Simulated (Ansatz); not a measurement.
# FGaH6O2Si2: one species, many methods

An exercise on one series of results from a longer session: the logs are not shown, and one member is left open.

The runs use Ansatz 0.2.0, Gaussian basis; functionals in def2-TZVPP, the program's frozen cores in correlated methods.

Plan: LDA (SPW92), PBE-D4, revPBE-D4, BLYP-D4, r2SCAN-D4, B97M-V, PBE0-D4, B3LYP-D4, r2SCANh-D4, r2SCAN0-D4, HSE06-D4, BHLYP-D4, CAM-B3LYP-D4, LC-ωPBE, ωB97X-V, ωB97M-V, B2PLYP, PBE-QIDH; CCSD(T)/def2-SVP; MP2/def2-TZVPP; MP2/def2-QZVPP; RPA on PBE.

### Structure used throughout

An earlier PBE0-D4 in a triple-zeta def2 set relaxation fixed the geometry.

SMILES `[F][Ga]([O][SiH3])[O][SiH3]`, 12 atoms, charge 0, spin multiplicity 1.

Atoms are counted from 1 here; the program's logs count them from 0.

Bond lengths: F1–Ga2 1.731 Å, Ga2–O3 1.754 Å, Ga2–O5 1.754 Å, O3–Si4 1.640 Å, Si4–H7 1.486 Å, Si4–H8 1.484 Å, Si4–H9 1.490 Å, O5–Si6 1.640 Å, Si6–H10 1.483 Å, Si6–H11 1.490 Å, Si6–H12 1.486 Å. Angles: F1–Ga2–O3 117.8°, F1–Ga2–O5 117.8°, O3–Ga2–O5 124.3°, Ga2–O3–Si4 138.3°, O3–Si4–H7 110.2°, O3–Si4–H8 108.4°, O3–Si4–H9 110.6°, H7–Si4–H8 109.6°, H7–Si4–H9 108.7°, H8–Si4–H9 109.3°, Ga2–O5–Si6 138.3°, O5–Si6–H10 108.4°, O5–Si6–H11 110.6°, O5–Si6–H12 110.3°, H10–Si6–H11 109.3°, H10–Si6–H12 109.6°, H11–Si6–H12 108.7°.

As a file:

```csv
atom,x (Å),y (Å),z (Å)
F1,-1.8022,1.9918,2.2824
Ga2,-0.9180,1.0134,1.1614
O3,-0.9726,-0.7268,1.3726
Si4,-0.4366,-2.0706,0.6009
O5,-0.0260,1.8276,-0.1103
Si6,1.0070,1.4401,-1.3233
H7,0.9283,-2.4233,1.0716
H8,-1.3694,-3.1853,0.8977
H9,-0.3899,-1.8464,-0.8710
H10,1.8759,2.6124,-1.5905
H11,1.8545,0.2770,-0.9386
H12,0.2490,1.0900,-2.5528
```

Set-up of the first run:

Input file in.yaml:

```yaml
crystal:
  periodic: [false, false, false]
  atoms:
    - {symbol: F, position_ang: [-1.802212, 1.991783, 2.282376]}
    - {symbol: Ga, position_ang: [-0.917979, 1.013416, 1.161361]}
    - {symbol: O, position_ang: [-0.972647, -0.726797, 1.372559]}
    - {symbol: Si, position_ang: [-0.436585, -2.070559, 0.600946]}
    - {symbol: O, position_ang: [-0.025973, 1.827606, -0.110344]}
    - {symbol: Si, position_ang: [1.007038, 1.440114, -1.323250]}
    - {symbol: H, position_ang: [0.928294, -2.423315, 1.071592]}
    - {symbol: H, position_ang: [-1.369436, -3.185257, 0.897674]}
    - {symbol: H, position_ang: [-0.389910, -1.846440, -0.871013]}
    - {symbol: H, position_ang: [1.875917, 2.612438, -1.590491]}
    - {symbol: H, position_ang: [1.854488, 0.277044, -0.938607]}
    - {symbol: H, position_ang: [0.249016, 1.089976, -2.552814]}
basis:
  gaussian: {orbitals: def2-TZVPP}
hamiltonian: {xc: lda}
output: {orbitals: {seedname: orbitals}}
```

Run with:

```
> ansatz run in.yaml --threads 4 --pin off --events-out ev --progress --plain --max-ram 11315MiB
```

Among the steps run: LDA; PBE-D4 (GGA); revPBE-D4 (GGA); BLYP-D4 (GGA); r2SCAN-D4 (meta-GGA); B97M-V (meta-GGA); B3LYP-D4 (hybrid); r2SCANh-D4 (hybrid); r2SCAN0-D4 (hybrid); HSE06-D4 (hybrid); BHLYP-D4 (hybrid); CAM-B3LYP-D4 (range-separated); LC-ωPBE (range-separated); ωB97X-V (range-separated); ωB97M-V (range-separated); B2PLYP (double hybrid); PBE-QIDH (double hybrid).

One table of the session follows, with a row left open; its other results are not shown here.

It belongs to the step «Orbital energies across the functionals». 

```
  functional  HOMO (eV)  LUMO (eV)  gap (eV)
 LDA (SPW92)      -7.60      -3.02      4.59
      PBE-D4      -7.50      -2.70      4.80
   revPBE-D4      -7.45      -2.54      4.91
     BLYP-D4      -7.42      -2.66      4.76
   r2SCAN-D4      -7.86      -2.37      5.48
      B97M-V      -7.96      -2.65      5.31
     PBE0-D4      -8.93      -1.72      7.21
    B3LYP-D4      -8.73      -2.05      6.68
  r2SCANh-D4      -8.38      -2.03      6.35
  r2SCAN0-D4      -9.18      -1.53      7.65
    HSE06-D4      -8.53      -2.09      6.44
    BHLYP-D4          ?          ?         ?
CAM-B3LYP-D4     -10.36      -0.78      9.58
     LC-ωPBE     -11.69       0.59     12.28
     ωB97X-V     -11.36       0.36     11.72
     ωB97M-V     -11.21       0.09     11.30
```

Q: Estimate the row for BHLYP-D4 from the others.

Worked estimate for «HOMO (eV)». Against the share of exact exchange, BLYP-D4 (0, -7.42), B3LYP-D4 (0.2, -8.73) give a slope of -6.55 per unit share; at 0.5 the line stands at -10.69.

The run gave: HOMO (eV): -10.32; LUMO (eV): -0.84; gap (eV): 9.48. In «HOMO (eV)» the line misses by -0.37.
